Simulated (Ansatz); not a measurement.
# CH6OSiZn: up Jacob's ladder to CCSD(T)

One table from this session's results is given with a row withheld; the runs are named, their logs left out.

Program: Ansatz 0.2.0, Gaussian basis. Level of theory: functionals in def2-TZVPP, the program's frozen cores in correlated methods. These are calculated values, not measurements.

Plan: PBE-D4, r2SCAN-D4, PBE0-D4, B3LYP-D4, ωB97X-V, ωB97M-V, B2PLYP; CCSD(T)/def2-TZVPP; MP2/def2-QZVPP; extrapolation to the limit.

## The relaxed structure

An earlier PBE0-D4 in a triple-zeta def2 set relaxation fixed the geometry.

10 atoms, charge 0, spin multiplicity 1.

Atoms are counted from 1 here; the program's logs count them from 0.

Bond lengths: C1–O2 1.409 Å, C1–H5 1.096 Å, C1–H6 1.097 Å, C1–H7 1.091 Å, O2–Si3 1.644 Å, Si3–H8 1.480 Å, Si3–H9 1.490 Å, Si3–H10 1.490 Å. Angles: O2–C1–H5 111.5°, O2–C1–H6 111.4°, O2–C1–H7 108.3°, H5–C1–H6 108.6°, H5–C1–H7 108.5°, H6–C1–H7 108.5°, C1–O2–Si3 122.2°, O2–Si3–H8 106.4°, O2–Si3–H9 110.6°, O2–Si3–H10 110.9°, H8–Si3–H9 110.5°, H8–Si3–H10 110.4°, H9–Si3–H10 108.1°.

The first run:

Contents of in.yaml:

```yaml
crystal:
  periodic: [false, false, false]
  atoms:
    - {symbol: C, position_ang: [-0.539302, 1.289954, -0.002852]}
    - {symbol: O, position_ang: [-0.675557, -0.107829, -0.115165]}
    - {symbol: Si, position_ang: [0.342678, -1.151606, 0.644781]}
    - {symbol: Zn, position_ang: [0.565516, -0.682990, -3.190902]}
    - {symbol: H, position_ang: [-0.621637, 1.618649, 1.039795]}
    - {symbol: H, position_ang: [0.422826, 1.632231, -0.402683]}
    - {symbol: H, position_ang: [-1.339031, 1.759011, -0.578192]}
    - {symbol: H, position_ang: [-0.079021, -2.513342, 0.245343]}
    - {symbol: H, position_ang: [0.251046, -0.988764, 2.122943]}
    - {symbol: H, position_ang: [1.755783, -0.906716, 0.239831]}
basis:
  gaussian: {orbitals: def2-TZVPP}
hamiltonian: {xc: pbe, dispersion: d4}
output: {forces: true, orbitals: {seedname: orbitals}}
```

Command:

```
> ansatz run in.yaml --threads 4 --pin off --events-out ev --progress --plain --max-ram 10444MiB
```

Among the steps run: PBE-D4 (GGA); r2SCAN-D4 (meta-GGA); PBE0-D4 (hybrid); B3LYP-D4 (hybrid); ωB97X-V (range-separated); ωB97M-V (range-separated); B2PLYP (double hybrid); CCSD(T) in def2-TZVPP; MP2 in def2-QZVPP.

One table of the session follows, with a row left open; its other results are not shown here.

It belongs to the step «Atomisation energies». 

| method | atomisation energy (kJ/mol) |
| --- | --- |
| PBE-D4 | 3125.9 |
| r2SCAN-D4 | 3111.2 |
| PBE0-D4 | 3088.1 |
| B3LYP-D4 | 3122.0 |
| ωB97X-V | 3126.4 |
| ωB97M-V | 3121.6 |
| B2PLYP | 3080.4 |
| HF/def2-TZVPP | 2314.5 |
| MP2/def2-TZVPP | 3064.2 |
| CCSD/def2-TZVPP | 3012.2 |
| CCSD(T)/def2-TZVPP | 3045.6 |
| MP2/CBS | 3142.4 |
| CCSD(T)/CBS | ? |

**Question.** Estimate the row for CCSD(T)/CBS.

The run gave: atomisation energy (kJ/mol): 3123.9. In the column «atomisation energy (kJ/mol)» it lies between B3LYP-D4 (3122.0) and PBE-D4 (3125.9).

Caveats from the session: Free atoms (1 C, 1 O, 1 Si, 1 Zn, 6 H) were run apart at each level; the atomisation energy is their sum less the molecule, without zero-point or spin-orbit terms.
